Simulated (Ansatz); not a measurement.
# CH6BClSi, SMILES CB[SiH2]Cl: a rigid scan of one bond length

Program: the Python package of Ansatz (0.2.0).

The script, `scan_ch6bclsi.py`:
```python
"""Potential curve of CH6BClSi along one bond."""

from dataclasses import dataclass

import ansatz
from ase import Atoms
import numpy as np


@dataclass(frozen=True)
class Options:
    basis_set: str = "def2-SVP"
    functional: str = "R2SCAN0"


opts = Options()


def main() -> None:
    atoms = Atoms(["C", "B", "Si", "Cl", "H", "H", "H", "H", "H", "H"], positions=[
        (-1.3067, 0.7062, -0.2326),
        (-0.4973, -0.5349, 0.1116),
        (1.4025, -0.3952, 0.2622),
        (2.4141, -1.6449, -1.1342),
        (-1.2095, 1.5174, 0.5203),
        (-1.0321, 1.17, -1.2277),
        (-2.402, 0.4783, -0.2921),
        (-0.9842, -1.5585, 0.2681),
        (1.8446, -0.7831, 1.6727),
        (1.8536, 0.9936, 0.0545),
    ])
    molecule = ansatz.Crystal.molecule_from_ase(atoms)

    symbols = [site.symbol for site in molecule.cartesian_sites]
    start = np.array([site.position_ang for site in molecule.cartesian_sites])
    axis = (start[2] - start[1]) / np.linalg.norm(start[2] - start[1])
    moving = [2, 3, 8, 9]
    lengths, energies = [1.62, 1.76, 1.91, 2.1, 2.39, 2.87, 3.44, 4.2], []
    for length in lengths:
        xyz = start.copy()
        xyz[moving] += (length - np.linalg.norm(start[2] - start[1])) * axis
        point = ansatz.Crystal.molecule()
        for symbol, xyz in zip(symbols, xyz):
            point = point.atom(symbol, xyz.tolist())
        setup = point.calculation()
        setup = setup.basis(gaussian=opts.basis_set)
        setup = setup.functional(opts.functional).accuracy("medium")
        setup = setup.spin("collinear")
        rep = setup.run(threads=1).report
        energies.append(rep["free_energy_ev"])
        print(f"r = {length:6.3f} A  E = {energies[-1]:.5f} eV  <S^2> = {abs(rep['mean_field']['state']['spin_squared']):.3f}")

    print("energy above the lowest point (eV):", [round(e - min(energies), 3) for e in energies])


if __name__ == "__main__":
    main()
```

```console
$ python scan_ch6bclsi.py
r =  1.620 A  E = -22199.10568 eV  <S^2> = 0.000
r =  1.760 A  E = -22200.42526 eV  <S^2> = 0.000
r =  1.910 A  E = -22201.02000 eV  <S^2> = 0.000
r =  2.100 A  E = -22201.10203 eV  <S^2> = 0.000
r =  2.390 A  E = -22200.58166 eV  <S^2> = 0.000
r =  2.870 A  E = -22199.31295 eV  <S^2> = 0.000
r =  3.440 A  E = -22198.17370 eV  <S^2> = 0.524
r =  4.200 A  E = -22197.71734 eV  <S^2> = 0.902
energy above the lowest point (eV): [1.996, 0.677, 0.082, 0.0, 0.52, 1.789, 2.928, 3.385]
```

The settings weren't tested for convergence. The rest of the molecule is held rigid at a force-field or estimated start geometry, and the basis set is modest; single-reference methods fail as a bond breaks. The expectation value of S² is noticeably off S(S+1) in at least one run, so that state is spin-contaminated. Timing: 2.6 min on 1 thread of AMD EPYC 7R43 64-Core Processor (Zen 3), with other jobs on the host, peak memory 0.39 GiB.

(Lines on the test bed's own set-up are left out of the output.)
